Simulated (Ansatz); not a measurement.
# CH₇FGeSi: a ladder of functionals and wavefunction methods

One table from this session's results is given with a row withheld; the runs are named, their logs left out.

The runs use Ansatz 0.2.0, Gaussian basis; functionals in def2-TZVPP, the program's frozen cores in correlated methods.

Levels to be run: PBE-D4, r2SCAN-D4, PBE0-D4, B3LYP-D4, ωB97X-V, ωB97M-V, B2PLYP; CCSD(T)/def2-TZVPP; MP2/def2-QZVPP; extrapolation to the limit.

## Structure used throughout

The geometry comes from an earlier relaxation with PBE0-D4 in a triple-zeta def2 set; it is a stationary point, not always the lowest conformer.

SMILES `[F][GeH2][CH2][SiH3]`, 11 atoms, charge 0, spin multiplicity 1.

Atoms are counted from 1 here; the program's logs count them from 0.

Bond lengths: F1–Ge2 1.749 Å, Ge2–C3 1.940 Å, Ge2–H5 1.537 Å, Ge2–H6 1.537 Å, C3–Si4 1.878 Å, C3–H7 1.095 Å, C3–H8 1.093 Å, Si4–H9 1.483 Å, Si4–H10 1.487 Å, Si4–H11 1.488 Å. Angles: F1–Ge2–C3 106.2°, F1–Ge2–H5 105.6°, F1–Ge2–H6 105.3°, C3–Ge2–H5 112.5°, C3–Ge2–H6 114.2°, H5–Ge2–H6 112.3°, Ge2–C3–Si4 113.7°, Ge2–C3–H7 107.7°, Ge2–C3–H8 109.1°, Si4–C3–H7 109.1°, Si4–C3–H8 109.7°, H7–C3–H8 107.4°, C3–Si4–H9 110.7°, C3–Si4–H10 109.9°, C3–Si4–H11 109.7°, H9–Si4–H10 109.3°, H9–Si4–H11 108.8°, H10–Si4–H11 108.4°.

Coordinates:

```xyz
11
charge 0, multiplicity 1
F    -1.5990    1.6476   -0.0983
Ge    0.0256    1.5301    0.5375
C     0.4423   -0.3630    0.6109
Si   -0.1918   -1.3324   -0.8670
H     0.9158    2.2892   -0.4590
H    -0.0263    2.2164    1.9119
H     1.5314   -0.4615    0.6643
H     0.0298   -0.7840    1.5314
H    -1.6695   -1.4470   -0.8224
H     0.2104   -0.6534   -2.1274
H     0.3967   -2.6990   -0.8614
```

The first run:

Contents of in.yaml:

```yaml
crystal:
  periodic: [false, false, false]
  atoms:
    - {symbol: F, position_ang: [-1.599048, 1.647622, -0.098252]}
    - {symbol: Ge, position_ang: [0.025646, 1.530086, 0.537496]}
    - {symbol: C, position_ang: [0.442345, -0.363013, 0.610882]}
    - {symbol: Si, position_ang: [-0.191803, -1.332439, -0.866999]}
    - {symbol: H, position_ang: [0.915808, 2.289234, -0.458960]}
    - {symbol: H, position_ang: [-0.026307, 2.216382, 1.911890]}
    - {symbol: H, position_ang: [1.531358, -0.461547, 0.664289]}
    - {symbol: H, position_ang: [0.029795, -0.784021, 1.531381]}
    - {symbol: H, position_ang: [-1.669529, -1.447038, -0.822420]}
    - {symbol: H, position_ang: [0.210394, -0.653439, -2.127436]}
    - {symbol: H, position_ang: [0.396741, -2.699026, -0.861371]}
basis:
  gaussian: {orbitals: def2-TZVPP}
hamiltonian: {xc: pbe, dispersion: d4}
output: {forces: true, orbitals: {seedname: orbitals}}
```

Started as:

```bash
ansatz run in.yaml --threads 4 --pin off --events-out ev --progress --plain --max-ram 10444MiB
```

Steps of the session up to this table: PBE-D4 (GGA); r2SCAN-D4 (meta-GGA); PBE0-D4 (hybrid); B3LYP-D4 (hybrid); ωB97X-V (range-separated); ωB97M-V (range-separated); B2PLYP (double hybrid); CCSD(T) in def2-TZVPP; MP2 in def2-QZVPP.

One table of the session follows, with a row left open; its other results are not shown here.

```
            method  atomisation energy (kJ/mol)
            PBE-D4                       3546.1
         r2SCAN-D4                       3558.8
           PBE0-D4                       3519.2
          B3LYP-D4                       3541.6
           ωB97X-V                       3581.7
           ωB97M-V                       3552.2
            B2PLYP                       3512.5
     HF/def2-TZVPP                            ?
    MP2/def2-TZVPP                       3507.1
   CCSD/def2-TZVPP                       3460.5
CCSD(T)/def2-TZVPP                       3498.0
           MP2/CBS                       3582.2
       CCSD(T)/CBS                       3573.1
```

**Question.** Estimate the row for HF/def2-TZVPP.

The run gave: atomisation energy (kJ/mol): 2681.0. In the column «atomisation energy (kJ/mol)» it is the lowest.

To keep in mind: Free atoms (1 F, 1 Ge, 1 C, 1 Si, 7 H) were run apart at each level; the atomisation energy is their sum less the molecule, without zero-point or spin-orbit terms.
